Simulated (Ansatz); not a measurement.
# C₃H₇FMg: up Jacob's ladder to CCSD(T)

An exercise on one series of results from a longer session: the logs are not shown, and one member is left open.

Program: Ansatz 0.2.0, Gaussian basis. Level of theory: functionals in def2-TZVPP, the program's frozen cores in correlated methods. These are calculated values, not measurements.

Plan: LDA (SPW92), PBE-D4, revPBE-D4, BLYP-D4, r2SCAN-D4, B97M-V, PBE0-D4, B3LYP-D4, r2SCANh-D4, r2SCAN0-D4, HSE06-D4, BHLYP-D4, CAM-B3LYP-D4, LC-ωPBE, ωB97X-V, ωB97M-V, B2PLYP, PBE-QIDH; CCSD(T)/def2-SVP; CCSD(T)/def2-TZVPP; MP2/def2-QZVPP; extrapolation to the limit; RPA on PBE.

## The relaxed structure

All runs share one geometry, relaxed beforehand with PBE0-D4 in a triple-zeta def2 set.

SMILES `C[CH](C)[Mg][F]`, 12 atoms, charge 0, spin multiplicity 1.

Atoms are counted from 1 here; the program's logs count them from 0.

Bond lengths: C1–C2 1.527 Å, C1–H6 1.094 Å, C1–H7 1.100 Å, C1–H8 1.095 Å, C2–C3 1.527 Å, C2–Mg4 2.104 Å, C2–H9 1.099 Å, C3–H10 1.094 Å, C3–H11 1.095 Å, C3–H12 1.100 Å, Mg4–F5 1.761 Å. Angles: C2–C1–H6 112.8°, C2–C1–H7 111.3°, C2–C1–H8 112.0°, H6–C1–H7 106.9°, H6–C1–H8 107.1°, H7–C1–H8 106.3°, C1–C2–C3 110.6°, C1–C2–Mg4 112.8°, C1–C2–H9 107.6°, C3–C2–Mg4 112.9°, C3–C2–H9 107.6°, Mg4–C2–H9 105.0°, C2–C3–H10 112.8°, C2–C3–H11 112.0°, C2–C3–H12 111.3°, H10–C3–H11 107.1°, H10–C3–H12 106.9°, H11–C3–H12 106.3° and more.

Set-up of the first run:

Input file in.yaml:

```yaml
crystal:
  periodic: [false, false, false]
  atoms:
    - {symbol: C, position_ang: [-1.099627, -0.663174, 0.557151]}
    - {symbol: C, position_ang: [0.116114, 0.234291, 0.334511]}
    - {symbol: C, position_ang: [1.261092, -0.559035, -0.291806]}
    - {symbol: Mg, position_ang: [-0.348671, 1.984453, -0.736128]}
    - {symbol: F, position_ang: [-0.741021, 3.449182, -1.631957]}
    - {symbol: H, position_ang: [-1.911234, -0.153675, 1.085493]}
    - {symbol: H, position_ang: [-0.836998, -1.549993, 1.152437]}
    - {symbol: H, position_ang: [-1.512814, -1.036969, -0.386038]}
    - {symbol: H, position_ang: [0.454731, 0.585323, 1.319199]}
    - {symbol: H, position_ang: [2.180680, 0.026654, -0.385176]}
    - {symbol: H, position_ang: [1.008309, -0.925173, -1.292844]}
    - {symbol: H, position_ang: [1.506437, -1.446982, 0.309157]}
basis:
  gaussian: {orbitals: def2-TZVPP}
hamiltonian: {xc: lda}
output: {orbitals: {seedname: orbitals}}
```

Launch:

```sh
> ansatz run in.yaml --threads 4 --pin off --events-out ev --progress --plain --max-ram 10444MiB
```

Among the steps run: LDA; PBE-D4 (GGA); revPBE-D4 (GGA); BLYP-D4 (GGA); r2SCAN-D4 (meta-GGA); B97M-V (meta-GGA); PBE0-D4 (hybrid); B3LYP-D4 (hybrid); r2SCANh-D4 (hybrid); r2SCAN0-D4 (hybrid); HSE06-D4 (hybrid); BHLYP-D4 (hybrid); CAM-B3LYP-D4 (range-separated); LC-ωPBE (range-separated); ωB97X-V (range-separated); ωB97M-V (range-separated); B2PLYP (double hybrid); PBE-QIDH (double hybrid).

One table of the session follows, with a row left open; its other results are not shown here.

It belongs to the step «Orbital energies across the functionals». 

| functional | HOMO (eV) | gap (eV) |
| --- | --- | --- |
| LDA (SPW92) | -5.66 | 3.68 |
| PBE-D4 | -5.50 | 3.72 |
| revPBE-D4 | -5.41 | 3.75 |
| BLYP-D4 | -5.42 | 3.65 |
| r2SCAN-D4 | -5.60 | 4.23 |
| B97M-V | -5.73 | 3.94 |
| PBE0-D4 | -6.59 | 5.53 |
| B3LYP-D4 | -6.45 | 5.09 |
| r2SCANh-D4 | -6.02 | 4.88 |
| r2SCAN0-D4 | -6.67 | 5.85 |
| HSE06-D4 | -6.20 | 4.78 |
| BHLYP-D4 | -7.66 | 7.14 |
| CAM-B3LYP-D4 | -7.95 | 7.58 |
| LC-ωPBE | ? | ? |
| ωB97X-V | -8.87 | 9.44 |
| ωB97M-V | -8.78 | 8.94 |

Estimate the missing values for LC-ωPBE.

The run gave: HOMO (eV): -9.17; gap (eV): 9.90. In the column «HOMO (eV)» it is the lowest.
